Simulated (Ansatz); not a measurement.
# F3GeHS: up Jacob's ladder to CCSD(T)

The task here is to estimate one member of a computed series from the others.

The runs use Ansatz 0.2.0, Gaussian basis; functionals in def2-TZVPP, the program's frozen cores in correlated methods.

Levels to be run: LDA (SPW92), PBE-D4, revPBE-D4, BLYP-D4, r2SCAN-D4, B97M-V, PBE0-D4, B3LYP-D4, r2SCANh-D4, r2SCAN0-D4, HSE06-D4, BHLYP-D4, CAM-B3LYP-D4, LC-ωPBE, ωB97X-V, ωB97M-V, B2PLYP, PBE-QIDH; CCSD(T)/def2-SVP; CCSD(T)/def2-TZVPP; MP2/def2-QZVPP; extrapolation to the limit; RPA on PBE.

## The relaxed structure

All runs share one geometry, relaxed beforehand with PBE0-D4 in a triple-zeta def2 set.

SMILES `[F][Ge]([F])([F])[SH]`, 6 atoms, charge 0, spin multiplicity 1.

Atoms are counted from 1 here; the program's logs count them from 0.

Bond lengths: F1–Ge2 1.708 Å, Ge2–F3 1.705 Å, Ge2–F4 1.708 Å, Ge2–S5 2.166 Å, S5–H6 1.346 Å. Angles: F1–Ge2–F3 107.3°, F1–Ge2–F4 104.5°, F1–Ge2–S5 113.9°, F3–Ge2–F4 107.2°, F3–Ge2–S5 109.4°, F4–Ge2–S5 114.1°, Ge2–S5–H6 91.5°.

Set-up of the first run:

File in.yaml:

```yaml
crystal:
  periodic: [false, false, false]
  atoms:
    - {symbol: F, position_ang: [-0.787501, -1.054028, 1.261123]}
    - {symbol: Ge, position_ang: [0.246529, -0.390902, 0.074448]}
    - {symbol: F, position_ang: [1.843584, -0.807953, 0.501540]}
    - {symbol: F, position_ang: [-0.134008, -1.247798, -1.353113]}
    - {symbol: S, position_ang: [0.092553, 1.760763, -0.119974]}
    - {symbol: H, position_ang: [-1.219058, 1.675917, -0.410324]}
basis:
  gaussian: {orbitals: def2-TZVPP}
hamiltonian: {xc: lda}
output: {orbitals: {seedname: orbitals}}
```

Run with:

```sh
$ ansatz run in.yaml --threads 4 --pin off --events-out ev --progress --plain --max-ram 10444MiB
```

Steps of the session up to this table: LDA; PBE-D4 (GGA); revPBE-D4 (GGA); BLYP-D4 (GGA); r2SCAN-D4 (meta-GGA); B97M-V (meta-GGA); PBE0-D4 (hybrid); B3LYP-D4 (hybrid); r2SCANh-D4 (hybrid); r2SCAN0-D4 (hybrid); HSE06-D4 (hybrid); BHLYP-D4 (hybrid); CAM-B3LYP-D4 (range-separated); LC-ωPBE (range-separated); ωB97X-V (range-separated); ωB97M-V (range-separated); B2PLYP (double hybrid); PBE-QIDH (double hybrid).

One of the session's tables, all rows but one given; the rest of the session is left out.

It belongs to the step «Frontier levels by functional». 

```
  functional  HOMO (eV)  gap (eV)
 LDA (SPW92)      -7.71      4.88
      PBE-D4      -7.54      5.07
   revPBE-D4      -7.48      5.15
     BLYP-D4      -7.38      4.94
   r2SCAN-D4      -7.88      5.72
      B97M-V      -7.94      5.83
     PBE0-D4      -8.90      7.48
    B3LYP-D4          ?         ?
  r2SCANh-D4      -8.37      6.59
  r2SCAN0-D4      -9.11      7.89
    HSE06-D4      -8.49      6.70
    BHLYP-D4     -10.08      9.72
CAM-B3LYP-D4     -10.27      9.88
     LC-ωPBE     -11.71     12.67
     ωB97X-V     -11.31     12.17
     ωB97M-V     -11.13     11.81
```

**Question.** Estimate the row for B3LYP-D4.

Worked estimate for «HOMO (eV)». Against the share of exact exchange, BLYP-D4 (0, -7.38), BHLYP-D4 (0.5, -10.08) give a slope of -5.40 per unit share; at 0.2 the line stands at -8.46.

The run gave: HOMO (eV): -8.63; gap (eV): 6.85. In «HOMO (eV)» the line misses by +0.17.
